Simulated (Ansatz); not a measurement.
# Ta (hcp type): how the settings move a single-point run

How sensitive is a single-point run of Ta (hcp type) to its settings? A reference run comes first, then two runs with altered input.

Method: reference: DFT, LDA, PAW with Ansatz's default frozen-core files, scalar-relativistic, in Ansatz 0.2.0.

2 further runs of the same task are left out: 2 that didn't finish.

## Step 1: Starting point

It takes space group P6_3/mmc (No. 194, hexagonal). Conventional cell: a = 2.967 Å, b = 2.967 Å, c = 4.806 Å, α = 90.00°, β = 90.00°, γ = 120.00°. Ta (site symmetry -6m2) is surrounded by 12 Ta at 2.95 to 2.97 Å.

Coordinates:

```
Ta
1.0
     2.96696    0.00000    0.00000
    -1.48348    2.56946    0.00000
     0.00000    0.00000    4.80647
Ta
2
Cartesian
  0.0000 1.7130 1.2016
  1.4835 0.8565 3.6049
```

## Step 2: The reference run

input.yaml reads:

```yaml
crystal:
  lattice:
    - [2.966956471, 0.0, 0.0]
    - [-1.4834782355, 2.5694596758, 0.0]
    - [0.0, 0.0, 4.806469483]
  atoms:
    - { symbol: Ta, position: [0.3333333333, 0.6666666667, 0.25] }
    - { symbol: Ta, position: [0.6666666667, 0.3333333333, 0.75] }
kpoints:
  mp_grid: { grid: [12, 12, 6] }
scf:
  occupations: { method: fermi_dirac, width: 0.05 }
hamiltonian:
  xc: lda
  pseudopotentials: { kind: paw }
output:
  forces: true
  stress: true
  eigenvalues: true
  efg: { contact_densities: true }
  populations: true
```

Started as:

```
$ ansatz run input.yaml --threads 1 --pin off --max-ram 2048MiB --backend cpu --events-out ev --progress --plain --runs-dir out
```

## Step 3: Changing settings: mixing.algorithm anderson, mixing.beta 0.05, mixing.ndim 2

input.yaml: that of step 2 with these lines changed.

```diff
@@ -12,2 +12,3 @@
   occupations: { method: fermi_dirac, width: 0.05 }
+  mixing: { algorithm: anderson, beta: 0.05, ndim: 2 }
 hamiltonian:
```

## Step 4: Variant: structure, preconditioner kerker, hubbard.sites [{species: Ta, l: d, u_eff: 1.0}], hubbard.double_counting fll, spin_polarized true

input.yaml reads:

```yaml
crystal:
  lattice:
    - [2.966956471, 0.0, 0.0]
    - [-1.4834782355, 2.5694596758, 0.0]
    - [0.0, 0.0, 4.806469483]
  atoms:
    - { symbol: Ta, position: [0.2533333333, 0.6266666667, 0.19], spin: 0.2 }
    - { symbol: Ta, position: [0.7466666667, 0.3733333333, 0.81], spin: 0.2 }
kpoints:
  mp_grid: { grid: [12, 12, 6] }
scf:
  occupations: { method: fermi_dirac, width: 0.05 }
  mixing: { preconditioner: kerker }
hamiltonian:
  xc: lda
  pseudopotentials: { kind: paw }
  hubbard: { sites: [{ species: Ta, l: d, u_eff: 1.0 }], double_counting: fll }
output:
  forces: true
  stress: true
  eigenvalues: true
  efg: { contact_densities: true }
  populations: true
magnetization:
  spin_polarized: true
```

**Question.** What will these runs give? Wanted: for each run, ending; energy change; pressure; gap; force.

As calculated:

| run | ending | energy change | pressure (GPa) | gap (eV) | force (eV/Å) | cycles | time |
| --- | --- | --- | --- | --- | --- | --- | --- |
| reference | converged | 0 | -7.3 | 0.00 | 0.00 | 6 | 4.2 s |
| 1: mixing.algorithm anderson, mixing.beta 0.05, mixing.ndim 2 | converged | 0.0 meV/atom | -7.3 | 0.00 | 0.00 | 24 | 6.7 s |
| 2: structure, preconditioner kerker, hubbard.sites [{species: Ta, l: d, u_eff: 1.0}], hubbard.double_counting fll, spin_polarized true | converged | +2.09 eV/atom (U changed: no physical gain or loss) | 21.1 | 0.00 | 6.31 | 14 | 40 s |

Residual by cycle in the longest SCF loop of each run; runs are numbered as in the table. The quantity is the density residual dr2, in eV.

| cycle | reference | run 1 | run 2 |
| --- | --- | --- | --- |
| 1 | 0.025 | 0.025 | 4.7 |
| 3 | 5.4e-5 | 0.00121 | 0.0591 |
| 5 | 6.7e-8 | 4.2e-4 | 0.00105 |
| 7 | - | 1.7e-4 | 2.5e-5 |
| 9 | - | 9.7e-5 | 4.2e-6 |
| 11 | - | 6.7e-5 | 2.9e-8 |
| 14 | - | 3.3e-5 | 4.6e-12 |
| 16 | - | 2.3e-6 | - |
| 18 | - | 1.4e-6 | - |
| 20 | - | 8.8e-7 | - |
| 22 | - | 1.3e-7 | - |
| 24 | - | 9.9e-8 | - |

**Reading.** «mixing.algorithm anderson, mixing.beta 0.05, mixing.ndim 2» leaves the energy as it was. A changed U is a change of model: its shifts are not errors of convergence. Of the variants the dearest is «structure, preconditioner kerker, hubbard.sites [{species: Ta, l: d, u_eff: 1.0}], hubbard.double_counting fll, spin_polarized true» (40 s), the cheapest «mixing.algorithm anderson, mixing.beta 0.05, mixing.ndim 2» (6.7 s), on a shared host.
